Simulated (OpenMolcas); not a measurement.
# One shape, several levels: [CuCl2]− (SMILES [Cl][Cu-][Cl])

We compute a comparison of 6 runs (HF/STO-3G, HF/3-21G, PBE0/def2-SVP, B3LYP/6-31G*, M06-2X/def2-SVPD, ACPF/6-31G*) of [CuCl2]−. 

The calculation is run with OpenMolcas 26.06.

6 further runs of the same task are left out: 3 that didn't finish, 3 set aside as unsound or not needed.

## 1. The structure to begin with

[CuCl2]− has 3 atoms, charge -1, and is taken as a singlet. As SMILES, `[Cl][Cu-][Cl]`. Geometry: a GFN2-xTB relaxation, a rough one for these elements and not checked as a minimum.

Bond lengths: Cu1–Cl2 2.083 Å, Cu1–Cl3 2.085 Å. Angles: Cl2–Cu1–Cl3 179.8°.

## 2. Energy and gradient at HF/STO-3G (run 1)

File mol.input:

```
&gateway
  baslib
  $CurrDir
  coord
  3
  bohr
  Cu     0.00478101     0.00274010     0.00103935
  Cl    -0.03174740    -0.03856931     3.93730107
  Cl     0.02696639     0.03582921    -3.93835932
  basis
  STO-3G
  group
  NoSym

&seward

&scf
  charge
  -1
  thresholds
  1e-10 1e-07 1e-07 1e-05
  prorbitals
  1 2

&alaska
```

The basis set STO-3G is read from a file made from the Basis Set Exchange's data (not shown).

The run is started by

```sh
$ export MOLCAS_MEM=1860
$ pymolcas mol.input > mol.log
```

The program printed:

```text
--- Start Module: gateway ---
[...]
--- Stop Module: gateway /rc=_RC_ALL_IS_WELL_ ---
[...]
      Basis functions           36
[...]
--- Start Module: scf ---
[...]
       Convergence after  19 Iterations
[...]
::    Total SCF energy                              -2529.4384060365
[...]
      Total spin, S                                     0.0000000000
[...]
      Total electronic charge=   64.000000
      Total            charge=   -1.000000
[...]
      Dipole Moment (debye):
      Origin of the operator (angstrom)=    0.0005    0.0003    0.0001
                   X= -2.3219E-02               Y= -1.3375E-02               Z=  7.9824E-03           Total=  2.7959E-02
      Center of Charge (angstrom)
[...]
--- Stop Module: scf /rc=_RC_ALL_IS_WELL_ ---
--- Start Module: alaska ---
[...]
 *              Molecular gradients               *
 **************************************************
  Irreducible representation: a
 ------------------------------------------------------------------------------------------
                              X                       Y                       Z
 ------------------------------------------------------------------------------------------
  CU1              -7.76837490437235E-04   -4.48112231334653E-04    3.89556461376964E-04
  CL2               8.12205889002326E-04    7.60669151322058E-04   -5.69657330907383E-02
  CL3              -3.53683985654107E-05   -3.12556919987217E-04    5.65761766293491E-02
 ------------------------------------------------------------------------------------------
--- Stop Module: alaska /rc=_RC_ALL_IS_WELL_ ---
[...]
```

Wall time 2.2 s (1 thread of Arm Neoverse V1, shared host); peak memory 0.38 GiB.

## 3. Energy and forces at HF/3-21G (run 2)

File geom.xyz:

```xyz
3

Cu     0.002530     0.001450     0.000550
Cl    -0.016800    -0.020410     2.083530
Cl     0.014270     0.018960    -2.084090
```

File calc.inp:

```
&GATEWAY
  BASLIB = $CurrDir
  COORD = geom.xyz
  BASIS = 3-21G
  GROUP = NoSym

&SEWARD

&SCF
  CHARGE = -1
  THRESHOLDS = 1e-10 1e-07 1e-07 1e-05
  PRORBITALS = 1 2

&ALASKA
```

The basis set 3-21G is read from a file made from the Basis Set Exchange's data (not shown).

The run is started by

```sh
$ export MOLCAS_MEM=1860
$ pymolcas calc.inp > calc.log
```

The program printed:

```text
--- Start Module: gateway ---
[...]
--- Stop Module: gateway /rc=_RC_ALL_IS_WELL_ ---
[...]
      Basis functions           53
[...]
--- Start Module: scf ---
[...]
       Convergence after  18 Iterations
[...]
::    Total SCF energy                              -2545.5154998574
[...]
      Total spin, S                                     0.0000000000
[...]
      Total electronic charge=   64.000000
      Total            charge=   -1.000000
[...]
      Dipole Moment (debye):
      Origin of the operator (angstrom)=    0.0005    0.0003    0.0001
                   X=  8.7762E-03               Y=  5.0143E-03               Z=  4.9408E-03           Total=  1.1251E-02
      Center of Charge (angstrom)
[...]
--- Stop Module: scf /rc=_RC_ALL_IS_WELL_ ---
[...]
--- Start Module: alaska ---
[...]
 *              Molecular gradients               *
 **************************************************
  Irreducible representation: a
 ------------------------------------------------------------------------------------------
                              X                       Y                       Z
 ------------------------------------------------------------------------------------------
  CU1              -1.66284633712988E-04   -9.76312311072661E-05    4.14652487167724E-04
  CL2               3.52659418544676E-04    3.90047238179481E-04   -3.63044310943721E-02
  CL3              -1.86374784831411E-04   -2.92416007071694E-04    3.58897786071779E-02
 ------------------------------------------------------------------------------------------
--- Stop Module: alaska /rc=_RC_ALL_IS_WELL_ ---
[...]
```

Run time: 2.7 s. Hardware: 1 thread of Arm Neoverse V1, shared host; peak memory 0.38 GiB.

Runs 3 to 5 aren't shown in full; the table further down has their settings and results.

## 4. The energy at ACPF/6-31G(d) (Cartesian functions) (run 6)

File job.input:

```
* Cl2Cu ACPF

&GATEWAY
  BasisSet
  Cu.6-31G*....
  Cu1 0.002530 0.001450 0.000550 angstrom
  End of Basis
  BasisSet
  Cl.6-31G*....
  Cl2 -0.016800 -0.020410 2.083530 angstrom
  Cl3 0.014270 0.018960 -2.084090 angstrom
  End of Basis

&SEWARD

&SCF
  Charge=-1
  PrOrbitals=1 1

&MOTRA
  Frozen=15

&GUGA
  Electrons=34
  Spin=1
  Inactive=17
  Active=0
  CIAll=1

&CPF
  ACPF
```

The run is started by

```sh
$ export MOLCAS_MEM=1860
$ pymolcas job.input > job.log
```

The program printed:

```text
--- Start Module: gateway ---
[...]
--- Stop Module: gateway /rc=_RC_ALL_IS_WELL_ ---
[...]
      Basis functions           74
[...]
       Convergence after  16 Iterations
[...]
::    Total SCF energy                              -2557.7733227540
[...]
      Total spin, S                                     0.0000000000
[...]
      *** WARNING: Default frozen orbitals is overwritten by user input.
      *** Default values:  16
[...]
--- Start Module: guga ---
[...]
--- Stop Module: guga /rc=_RC_ALL_IS_WELL_ ---
--- Start Module: cpf ---
[...]
      Active orbitals                            0       0
[...]
      Spin quantum number                      0.0
[...]
     FINAL ACPF ENERGY       -2558.40185463
     FINAL CORRELATION ENERGY   -0.62853187  REFERENCE ENERGY   -2557.77332275
[...]
      Title:  ACPF natural orbitals
[...]
      Total electronic charge=   64.000000
      Total            charge=   -1.000000
[...]
      Dipole Moment (debye):
      Origin of the operator (angstrom)=    0.0005    0.0003    0.0001
                   X= -4.2952E-03               Y= -2.5007E-03               Z=  6.3580E-03           Total=  8.0701E-03
      Quadrupole Moment (debye*angstrom):
[...]
--- Stop Module: cpf /rc=_RC_ALL_IS_WELL_ ---
[...]
```

Wall time 20 s (1 thread of Arm Neoverse V1, shared host); peak memory 0.43 GiB.

## 5. Overview of the runs

```csv
run,level,integration grid,Cartesian functions,energy (Eh),HOMO energy (eV),LUMO energy (eV),HOMO–LUMO gap (eV),wall time
1,HF/STO-3G,–,no,-2529.438406,2.19,10.37,8.18,2.2 s
2,HF/3-21G,–,no,-2545.515500,-3.44,6.47,9.91,2.7 s
3,PBE0/def2-SVP,UltraFine,no,-2560.032369,-1.18,4.70,5.88,11 s
4,B3LYP/6-31G* (spherical functions),UltraFine,no,-2560.824251,-0.37,4.98,5.35,15 s
5,M06-2X/def2-SVPD,UltraFine,no,-2560.560569,-3.96,3.86,7.82,23 s
6,ACPF/6-31G* (Cartesian functions),–,yes,-2558.401855,-4.56,7.13,11.69,20 s
```

## 6. Results

```
                                                    quantity           value
                                         run 6: total energy  -2558.40185 Eh
                  run 6: HOMO energy (Hartree–Fock orbitals)        -4.56 eV
                  run 6: LUMO energy (Hartree–Fock orbitals)         7.13 eV
run 6: HOMO–LUMO gap (to an unbound level, set by the basis)        11.69 eV
         run 6: correlation energy (15 core orbitals frozen)      -628.5 mEh
```

**Reading.** Over runs 1, 2, 3, 4, 5 the HOMO–LUMO gap runs from 5.35 eV (B3LYP/6-31G*) to 9.91 eV (HF/3-21G). The two ends differ in method and basis. The empty levels of an anion lie above zero and hang on the basis. Totals of different functionals can't be ranked against each other. In run 1 the HOMO lies above zero, so the outermost electron may be held by the basis alone. In run 1 the basis is minimal, so the values are rough. All runs together took 75 s, the longest 23 s.
